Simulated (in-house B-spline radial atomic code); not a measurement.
# Sc⁴⁺: excited configurations

Aim: the energies of several excited configurations of Sc⁴⁺ above a reference configuration, each from its own self-consistent run.

Program: in-house B-spline radial atomic code version 1. Level of theory: non-relativistic AM05, spin-polarised, spherical fractional occupations, point nucleus, basis-set limit. These are calculated values, not measurements, unless marked.

### 1 The system

```
element       : scandium (Z = 21)
charge        : +4
electrons     : 17
configuration : [Ne] 3s2 3p5
Hamiltonian   : non-relativistic
nucleus       : point
```

Outer shells as boxes (Hund's rule):

[Ne] 3s2 3p5
```
[Ne] core
3s [↑↓]
3p [↑↓][↑↓][↑ ]
```

Where spins are not typed, each open shell is filled with up spins first.

The run's settings:

```ini
Z = 21
electrons = 17.0
configuration = [Ne] 3s2 3p5
hamiltonian = nr
method = am05
spin_polarised = True
```

This reference run was done before. Its total energy is -754.492206 hartree, and its levels are (the highest eight at most):

```tsv
orbital	occupation	energy (eV)	<r> (bohr)
2s up	1	-524.78	0.3464
2s down	1	-524.42	0.3463
2p up	3	-443.83	0.3086
2p down	3	-443.35	0.3085
3s up	1	-105.41	1.037
3s down	1	-103.89	1.040
3p up	3	-83.898	1.088
3p down	2	-82.432	1.093
```

### 2 [Ne] 3s2 3p4 4s1

The run's settings:

```ini
Z = 21
electrons = 17.0
configuration = [Ne] 3s2 3p4 4s1
hamiltonian = nr
method = am05
spin_polarised = True
```

### 3 Configuration [He] 2s2 2p5 3s2 3p5 3d1

The run's settings:

```ini
Z = 21
electrons = 17.0
configuration = [He] 2s2 2p5 3s2 3p5 3d1
hamiltonian = nr
method = am05
spin_polarised = True
```

### 4 Run with [He] 2s2 2p5 3s2 3p6

The run's settings:

```ini
Z = 21
electrons = 17.0
configuration = [He] 2s2 2p5 3s2 3p6
hamiltonian = nr
method = am05
spin_polarised = True
```

### 5 1s2 2s2 2p2,3 3s2 3p6

In configurations, two counts after a shell (as in p1,2) give the electrons with spin up and with spin down.

The run's settings:

```ini
Z = 21
electrons = 17.0
configuration = 1s2 2s2 2p2,3 3s2 3p6
hamiltonian = nr
method = am05
spin_polarised = True
```

### 6 1s2 2s2 2p2,3 3s2 3p2,3 4p0,1

The run's settings:

```ini
Z = 21
electrons = 17.0
configuration = 1s2 2s2 2p2,3 3s2 3p2,3 4p0,1
hamiltonian = nr
method = am05
spin_polarised = True
```

### 7 Configuration 1s2 2s2 2p3,2 3s2 3p2,3 4d0,1

The run's settings:

```ini
Z = 21
electrons = 17.0
configuration = 1s2 2s2 2p3,2 3s2 3p2,3 4d0,1
hamiltonian = nr
method = am05
spin_polarised = True
```

### 8 1s2 2s2 2p6 3s2 3p3,1 4s0,1

The run's settings:

```ini
Z = 21
electrons = 17.0
configuration = 1s2 2s2 2p6 3s2 3p3,1 4s0,1
hamiltonian = nr
method = am05
spin_polarised = True
```

Q: How far above the reference does each configuration lie (order and size, in eV)?

**Answer**, as computed:

| net move | configuration | 2|M_S|+1 | energy above the reference (eV) | largest <r> (bohr) |
| --- | --- | --- | --- | --- |
| 3p → 4s | [Ne] 3s2 3p4 4s1 | 4 | 47.967 | 2.40 |
| 3p → 4s, spins typed | 1s2 2s2 2p6 3s2 3p3,1 4s0,1 | 2 | 48.510 | 2.43 |
| 2p → 3p | [He] 2s2 2p5 3s2 3p6 | 2 | 373.75 | 1.05 |
| 2p → 3p, spins typed | 1s2 2s2 2p2,3 3s2 3p6 | 2 | 373.75 | 1.05 |
| 2p → 3d | [He] 2s2 2p5 3s2 3p5 3d1 | 4 | 405.99 | 1.11 |
| 2p → 4p, spins typed | 1s2 2s2 2p2,3 3s2 3p2,3 4p0,1 | 4 | 432.76 | 2.55 |
| 2p → 4d, spins typed | 1s2 2s2 2p3,2 3s2 3p2,3 4d0,1 | 2 | 442.54 | 2.97 |

What this shows: The lowest of them is 3p → 4s at 47.967 eV and the highest 2p → 4d, spins typed at 442.54 eV. 5 of them lie more than 60 % above minus the reference's highest level (82.432 eV), in the range where a state can decay by emitting an electron. The reference has 2|M_S|+1 = 2; 3 of the configurations differ from it in spin. These are spherical averages at the typed spins, not spectroscopic levels.
